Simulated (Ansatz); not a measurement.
**CH₆ClGeN: up Jacob's ladder to CCSD(T)**

How much do the methods differ for CH₆ClGeN? The plan is to run it at one geometry with functionals of several rungs and with coupled cluster, and see how far each lands from CCSD(T) at the basis-set limit for the atomisation energy.

Program: Ansatz 0.2.0, Gaussian basis. Level of theory: functionals in def2-TZVPP, the program's frozen cores in correlated methods. These are calculated values, not measurements.

Levels to be run: PBE-D4, r2SCAN-D4, PBE0-D4, B3LYP-D4, ωB97X-V, ωB97M-V, B2PLYP; CCSD(T)/def2-TZVPP; MP2/def2-QZVPP; extrapolation to the limit.

**1. The geometry**

The geometry comes from an earlier relaxation with PBE0-D4/def2-TZVP; it is a stationary point, not always the lowest conformer.

10 atoms, charge 0, spin multiplicity 1.

Atoms are counted from 1 here; the program's logs count them from 0.

Bond lengths: N1–Ge2 1.834 Å, N1–H5 1.011 Å, N1–H6 1.011 Å, Ge2–C3 1.976 Å, Ge2–H7 1.535 Å, Ge2–H8 1.540 Å, C3–Cl4 1.784 Å, C3–H9 1.090 Å, C3–H10 1.090 Å. Angles: Ge2–N1–H5 113.3°, Ge2–N1–H6 114.2°, H5–N1–H6 108.4°, N1–Ge2–C3 112.9°, N1–Ge2–H7 107.9°, N1–Ge2–H8 107.5°, C3–Ge2–H7 107.8°, C3–Ge2–H8 108.7°, H7–Ge2–H8 112.2°, Ge2–C3–Cl4 109.5°, Ge2–C3–H9 111.5°, Ge2–C3–H10 111.9°, Cl4–C3–H9 107.4°, Cl4–C3–H10 107.6°, H9–C3–H10 108.8°.

As a file:

```tsv
atom	x (Å)	y (Å)	z (Å)
N1	-1.4374	0.2893	-1.0548
Ge2	-0.4008	-0.7406	0.0535
C3	1.1599	0.2345	0.7726
Cl4	2.1060	0.9193	-0.5763
H5	-0.9217	0.6917	-1.8262
H6	-1.9371	1.0305	-0.5832
H7	0.1252	-1.9292	-0.7629
H8	-1.2867	-1.1900	1.2299
H9	0.8544	1.0635	1.4105
H10	1.8213	-0.4203	1.3397
```

**2. PBE-D4 (GGA)**

File in.yaml:

```yaml
crystal:
  periodic: [false, false, false]
  atoms:
    - {symbol: N, position_ang: [-1.437372, 0.289337, -1.054788]}
    - {symbol: Ge, position_ang: [-0.400838, -0.740574, 0.053536]}
    - {symbol: C, position_ang: [1.159915, 0.234521, 0.772626]}
    - {symbol: Cl, position_ang: [2.106046, 0.919346, -0.576339]}
    - {symbol: H, position_ang: [-0.921670, 0.691695, -1.826196]}
    - {symbol: H, position_ang: [-1.937117, 1.030461, -0.583176]}
    - {symbol: H, position_ang: [0.125246, -1.929205, -0.762871]}
    - {symbol: H, position_ang: [-1.286681, -1.189954, 1.229871]}
    - {symbol: H, position_ang: [0.854415, 1.063490, 1.410472]}
    - {symbol: H, position_ang: [1.821254, -0.420316, 1.339665]}
basis:
  gaussian: {orbitals: def2-TZVPP}
hamiltonian: {xc: pbe, dispersion: d4}
output: {forces: true, orbitals: {seedname: orbitals}}
```

Launch:

```console
> ansatz run in.yaml --threads 4 --pin off --events-out ev --progress --plain --max-ram 10444MiB
```

The runs that follow: r2SCAN-D4 (meta-GGA); PBE0-D4 (hybrid); B3LYP-D4 (hybrid); ωB97X-V (range-separated); ωB97M-V (range-separated); B2PLYP (double hybrid); CCSD(T) in def2-TZVPP; MP2 in def2-QZVPP.

**Question.** What will the summary of the whole plan be? Wanted: atomisation energy, CCSD(T)/CBS; farthest; mean size of error, hybrid; mean size of error, range-separated; gap, smallest and largest; T1 diagnostic; triples share of the correlation energy.

The runs gave:

| quantity | value |
| --- | --- |
| atomisation energy, CCSD(T)/CBS | 760.5 kcal/mol |
| functionals within 7.6 kcal/mol (1.0 %) | PBE-D4, r2SCAN-D4, PBE0-D4, B3LYP-D4, ωB97X-V, ωB97M-V |
| farthest | B2PLYP (-13.0 kcal/mol) |
| mean size of error, hybrid | 4.9 kcal/mol |
| mean size of error, range-separated | 2.0 kcal/mol |
| gap, smallest and largest | 5.30 eV (PBE-D4), 12.16 eV (ωB97X-V) |
| T1 diagnostic | 0.0102 |
| triples share of the correlation energy | 3.8 % |

In words: PBE-D4 is off by +7.0 kcal/mol, about 0.8 kcal/mol a bond. Double hybrids carry the basis error of their MP2 part in triple zeta, and no dispersion term here, so their miss is partly the set-up's. Misses under about 7.6 kcal/mol are within the doubt on the reference itself, which lacks core-valence correlation, relativity and higher excitations, and its outer-core shells are covered unevenly. Hartree-Fock recovers 70 % of the binding; the rest is correlation. The gap grows from 5.3 to 12.2 eV across the functionals, mostly with the share of exact exchange. Correlated methods include outer-core shells of Ge, which these sets cover unevenly.
